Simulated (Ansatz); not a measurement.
# Ti: the cost of one run

Program: Ansatz 0.2.0. Level of theory: DFT r2SCAN, scalar-relativistic, plane waves, PAW. These are calculated values, not measurements.

## 1. The system as given

Symmetry: Im-3m, No. 229, cubic system. Conventional cell: a = 3.282 Å, b = 3.282 Å, c = 3.282 Å, α = 90.00°, β = 90.00°, γ = 90.00°. Ti (site symmetry m-3m) has 8 Ti at 2.84 Å in its first shell of neighbours.

Coordinates:

```xyz
2
Lattice="-1.6410 1.6410 1.6410 1.6410 -1.6410 1.6410 3.2820 3.2820 0.0000" Properties=species:S:1:pos:R:3 pbc="T T T"
Ti    0.0000    0.0000    0.0000
Ti    1.6410    1.6410    1.6410
```

No relaxation comes first: the listed cell is the starting point.

## 2. The reference cell

The cell is repeated 2 times, 2 atoms in all. Reference values: F = -5008.4836 eV; pressure -2.83 GPa; largest force 0.000 eV/Å; gap on the mesh none (metal). It was computed beforehand with the settings of the runs below.

## 3. Next: a frozen normal mode

Mode 5 of the phonon run on this cell, counted from the lowest, is frozen in: each atom moves by x times its row below, so x is the largest displacement.

```
atom      ux      uy     uz
 Ti1   0.707   0.707  0.000
 Ti2  -0.707  -0.707  0.000
```

## 4. Point x = -0.200 Å

The input, input.yaml:

```yaml
crystal:
  lattice:
    - [-1.641, 1.641, 1.641]
    - [1.641, -1.641, 1.641]
    - [3.282, 3.282, 0.0]
  atoms:
    - { symbol: Ti, position: [0.0, 0.0, -0.0430899928] }
    - { symbol: Ti, position: [0.5, 0.5, 0.5430899928] }
basis:
  ecutwfc: 500
kpoints:
  mp_grid: { grid: [18, 18, 10] }
hamiltonian:
  xc: r2scan
scf:
  occupations: { method: gaussian, width: 0.15 }
output:
  forces: true
  stress: true
  eigenvalues: true
  write_density: true
  write_potential: true
  elf: true
  volumetric_format: npy
```

Command:

```console
$ ansatz run input.yaml --threads 2 --pin off --max-ram 5120MiB --backend cpu --events-out ev --progress --plain --runs-dir out
```

**Question.** How long does this run take on 2 threads of Arm Neoverse V1, shared host, and how much memory does it need?

About 24 s, with a peak of 0.66 GiB.
